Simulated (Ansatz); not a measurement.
## SiSe under changes of volume

One of the cells (20.142 Å³/atom); the others are scaled copies at fixed shape and fractional positions:

```
Si Se
1.0
     3.59520    0.00000    0.00000
    -1.79760    3.11353    0.00000
     0.00000    0.00000    3.59873
Si Se
1 1
Direct
  0.66667 0.33333 0.50000
  0.00000 0.00000 0.00000
```

The cell was built by a generator and needn't be a form met in nature.

| Quantity | Value |
| --- | --- |
| Program | Ansatz 0.2.0 |
| Functional | PBE |
| Potentials or basis | all-electron LAPW, scalar-relativistic |
| Cutoff | 191 eV (chosen from the basis error) |
| Basis error allowed | 0.0005 eV/atom |
| k mesh | 9 × 9 × 7 |
| Occupations | fermi-dirac, width 0.05 eV |
| Spin | no spin polarisation |

```tsv
volume (Å³/atom)	energy over the lowest point (meV/atom)	pressure (GPa)
18.933	16.47	4.1
19.336	7.97	2.7
19.739	2.52	1.5
20.142	0.00	0.4
20.544	?	?
20.947	3.11	-1.7
21.350	8.27	-2.6
```

Problem. What does the run at 20.544 Å³/atom give?

Solution. Energy over the lowest point 0.26 meV/atom; pressure -0.7 GPa.

Worked out: A Birch-Murnaghan fit of order 3 (a polynomial in V^(-2/3)) to the other rows has its minimum at 20.30 Å³/atom with B0 = V·E''(V) = 53 GPa (rough, since the energies scatter) at fixed shape and positions, which overstates the stiffness. It gives 0.27 meV/atom at 20.544 Å³/atom, against the run's 0.26, and -dE/dV = -0.6 GPa, against -0.7.

Energies are extrapolated to zero smearing.
